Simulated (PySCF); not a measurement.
**Accurate constants of CaS, step by step**

One table from this session's results is given with a row withheld; the runs are named, their logs left out.

The runs use PySCF 2.14.0; CCSD(T) on RHF, spin-free X2C with a Gaussian nucleus.

The first run:

- molecule: CaS
- state: singlet, unpaired electrons none
- smaller basis: Ca cc-pwCVDZ-X2C, S aug-cc-pVDZ-DK
- larger basis: Ca cc-pwCVTZ-X2C, S aug-cc-pVTZ-DK
- frozen core orbitals: 10
- extrapolation: correlation as n⁻³ (n = 2, 3), Hartree–Fock as (n+1)·exp(−9√n)
- corrections: core–valence correlation
- distances (Å): 2.0341, 2.1265, 2.2190, 2.3114, 2.4039, 2.5195, 2.6350
- masses (u): 39.9626, 31.9721
- dissociation limit: Ca + S

Run with:

```bash
> OMP_NUM_THREADS=4 python comp.py task.json out
```

Steps of the session up to this table: Coupled cluster at each distance.

One table of the session follows, with a row left open; its other results are not shown here.

It belongs to the step «Coupled cluster at each distance». Parts of the energy along the bond, in eV from Ca + S:

| R (Å) | HF/CBS | CCSD corr. | (T) | core–valence |
| --- | --- | --- | --- | --- |
| 2.0341 | -0.279 | -1.800 | -0.2840 | -0.0252 |
| 2.1265 | ? | ? | ? | ? |
| 2.2190 | -1.214 | -1.647 | -0.2884 | -0.0162 |
| 2.3114 | -1.346 | -1.601 | -0.2979 | -0.0129 |
| 2.4039 | -1.330 | -1.572 | -0.3119 | -0.0102 |
| 2.5195 | -1.169 | -1.556 | -0.3341 | -0.0075 |
| 2.6350 | -0.909 | -1.561 | -0.3580 | -0.0053 |

Estimate the missing values for R (Å) = 2.1265.

Worked estimate for «HF/CBS». A straight line through the neighbours (2.0341, -0.279) and (2.2190, -1.214) gives -0.279 + (-1.214 + 0.279) × (2.1265 − 2.0341) / (2.2190 − 2.0341) = -0.746; a parabola fitted to 3 rows on both sides gives -0.858.

As computed: HF/CBS: -0.881; CCSD corr.: -1.713; (T): -0.2836; core–valence: -0.0202. In «HF/CBS» the line misses by +0.135 and the parabola by +0.023.

Limits of these values: An extrapolation from double and triple zeta is rough, so this isn't yet the limit.
